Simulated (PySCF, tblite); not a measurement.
# C₅H₁₅NOSi₂: geometry, infrared bands and NMR shifts

Wanted: the infrared bands and NMR shifts of C₅H₁₅NOSi₂ (`C[Si@H](O[SiH3])N1CCCC1`), by calculation.

The runs use tblite 0.8.0 and PySCF 2.14.0, with density-fitted response routines of our own; the level of theory stands in each step. All values are computed, except where a source is named. Atoms count from 0, in the outputs and in this text.

### Step 1. Starting geometry

24 atoms, charge 0, multiplicity 1; geometry from: force field or distance geometry start.

Bonds of the start (Å): C0–Si1 1.85, Si1–O2 1.67, O2–Si3 1.64, Si1–N4 1.71, N4–C5 1.47, C5–C6 1.51, C6–C7 1.52, C7–C8 1.53, C8–N4 1.46, C0–H9 1.10, C0–H10 1.08, C0–H11 1.10, Si1–H12 1.46, Si3–H13 1.48, Si3–H14 1.49, Si3–H15 1.48, C5–H16 1.11, C5–H17 1.09, C6–H18 1.09, C6–H19 1.09, C7–H20 1.10, C7–H21 1.10, C8–H22 1.08, C8–H23 1.09.

### Step 2. Geometry optimisation with GFN2-xTB

The job: settings as JSON, then the geometry in Å.

```
{"job": {"kind": "relax", "xc": "GFN2-xTB", "basis": "xTB"}, "charge": 0, "multiplicity": 1}
C      1.267400    -1.945500    -1.356000
Si     1.059000    -0.202000    -0.769100
O      1.913000     0.122500     0.625900
Si     3.473700     0.270900     1.108000
N     -0.570800     0.137700    -0.391100
C     -1.120100     1.498800    -0.343100
C     -2.604100     1.287900    -0.166200
C     -2.658800     0.113500     0.790800
C     -1.401700    -0.697000     0.479100
H      0.954300    -2.665300    -0.584500
H      2.296500    -2.156600    -1.620900
H      0.644400    -2.131100    -2.242600
H      1.476200     0.742700    -1.805800
H      4.141900     1.370100     0.383600
H      3.516100     0.542600     2.576000
H      4.189000    -1.002700     0.844000
H     -0.701400     2.053200     0.518200
H     -0.918100     2.067500    -1.253000
H     -3.071600     1.024300    -1.113700
H     -3.107600     2.169600     0.241600
H     -2.638100     0.472300     1.827300
H     -3.580300    -0.475000     0.655900
H     -1.666100    -1.620800    -0.017400
H     -0.904500    -0.957900     1.414700
```

The run is started by

```
$ OMP_NUM_THREADS=1 python probes_run.py task.json out
```

One launch serves the whole session: the jobs run in the order shown.

**Question.** This job is followed by: GFN2-xTB harmonic vibrations, gas phase; GIAO PBE0/pcSseg-1 NMR shielding, non-relativistic, gas phase. What will the session give for the following? strongest single infrared mode (GFN2-xTB); zero-point energy (GFN2-xTB); ¹³C shifts against TMS (PBE0/pcSseg-1, means over atoms taken as alike); ¹H shifts against TMS (PBE0/pcSseg-1, means over atoms taken as alike); ²⁹Si shifts against TMS (PBE0/pcSseg-1); ¹⁷O shifts against H2O (PBE0/pcSseg-1); ¹⁵N shifts against NH3 (PBE0/pcSseg-1); surface potential, 1st and 99th percentile.

The runs gave:

| quantity | value |
| --- | --- |
| strongest single infrared mode (GFN2-xTB) | 1093 cm⁻¹, 662 km/mol |
| zero-point energy (GFN2-xTB) | 119.7 kcal/mol |
| ¹³C shifts against TMS (PBE0/pcSseg-1, means over atoms taken as alike) | 49.1, 30.6, 0.3 ppm |
| ¹H shifts against TMS (PBE0/pcSseg-1, means over atoms taken as alike) | 5.22, 5.17, 3.22, 3.17, 1.89, 1.77, 0.18 ppm |
| ²⁹Si shifts against TMS (PBE0/pcSseg-1) | -24.3, -47.1 ppm |
| ¹⁷O shifts against H2O (PBE0/pcSseg-1) | 30.3 ppm |
| ¹⁵N shifts against NH3 (PBE0/pcSseg-1) | 48.0 ppm |
| surface potential, 1st and 99th percentile | -0.77 V and 1.07 V |

In words: The optimisation took 231 steps and gained 0.306 eV; among the close pairs (by a distance rule), C0–Si1 changed most, from 1.851 to 1.893 Å. The lowest mode is imaginary (33i cm⁻¹), so the xTB geometry is not a minimum. The strongest single mode, at 1093 cm⁻¹, moves mainly O2. Unscaled tight-binding wavenumbers are off by several per cent, some by more. Its intensities can rank the bands wrongly. The most deshielded carbon is C5, C8 (mean) (sp3 CH2 bonded to N), at 49.1 ppm: pulled downfield by the heteroatom. At PBE0/pcSseg-1: Shielding is most anisotropic at N4 (span 138 ppm, paramagnetic term -112 ppm).
